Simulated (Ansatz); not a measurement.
# TiSi16: the cost of one run

Program: Ansatz 0.2.0. Level of theory: DFT PBE, plane waves, PAW, scalar-relativistic, no spin polarisation. These are calculated values, not measurements.

## Step 1: The system as given

The cell holds 17 atoms (Si16Ti): a = 7.679 Å, b = 7.679 Å, c = 7.679 Å, α = 60.00°, β = 60.00°, γ = 60.00°.

As a file:

```xyz
17
Lattice="0.0000 5.4300 5.4300 5.4300 0.0000 5.4300 5.4300 5.4300 0.0000" Properties=species:S:1:pos:R:3 pbc="T T T"
Si    0.0000    0.0000    0.0000
Si    1.3575    1.3575    1.3575
Si    2.7150    2.7150    0.0000
Si    4.0725    4.0725    1.3575
Si    2.7150    0.0000    2.7150
Si    4.0725    1.3575    4.0725
Si    5.4300    2.7150    2.7150
Si    6.7875    4.0725    4.0725
Si    0.0000    2.7150    2.7150
Si    1.3575    4.0725    4.0725
Si    2.7150    5.4300    2.7150
Si    4.0725    6.7875    4.0725
Si    2.7150    2.7150    5.4300
Si    4.0725    4.0725    6.7875
Si    5.4300    5.4300    5.4300
Si    6.7875    6.7875    6.7875
Ti    6.8147    4.0711    6.7753
```

## Step 2: Relaxing end A

The input, input.yaml:

```yaml
crystal:
  lattice:
    - [0.0, 5.43, 5.43]
    - [5.43, 0.0, 5.43]
    - [5.43, 5.43, 0.0]
  atoms:
    - { symbol: Si, position: [0.0, 0.0, 0.0] }
    - { symbol: Si, position: [0.125, 0.125, 0.125] }
    - { symbol: Si, position: [0.0, 0.0, 0.5] }
    - { symbol: Si, position: [0.125, 0.125, 0.625] }
    - { symbol: Si, position: [0.0, 0.5, 0.0] }
    - { symbol: Si, position: [0.125, 0.625, 0.125] }
    - { symbol: Si, position: [0.0, 0.5, 0.5] }
    - { symbol: Si, position: [0.125, 0.625, 0.625] }
    - { symbol: Si, position: [0.5, 0.0, 0.0] }
    - { symbol: Si, position: [0.625, 0.125, 0.125] }
    - { symbol: Si, position: [0.5, 0.0, 0.5] }
    - { symbol: Si, position: [0.625, 0.125, 0.625] }
    - { symbol: Si, position: [0.5, 0.5, 0.0] }
    - { symbol: Si, position: [0.625, 0.625, 0.125] }
    - { symbol: Si, position: [0.5, 0.5, 0.5] }
    - { symbol: Si, position: [0.625, 0.625, 0.625] }
    - { symbol: Ti, position: [0.3712394, 0.8765113, 0.3785016] }
basis:
  ecutwfc: 420.0
kpoints:
  mp_grid: { grid: [2, 2, 2] }
hamiltonian:
  xc: pbe
  pseudopotentials: { kind: paw, azcp: { folder: soft_1 } }
scf:
  occupations: { method: gaussian, width: 0.02 }
  lower_state_search: "off"
relax:
  f_tol: 0.03
  max_steps: 60
  adjacent_minimum: "off"
```

Launch:

```bash
$ ansatz run input.yaml --threads 1 --pin off --max-ram 3072MiB --backend cpu --events-out ev --progress --plain --runs-dir out
```

**Question.** How long does this run take on 1 thread of Arm Neoverse V2, shared host, and how much memory does it need?

About 98 s, with a peak of 0.55 GiB.
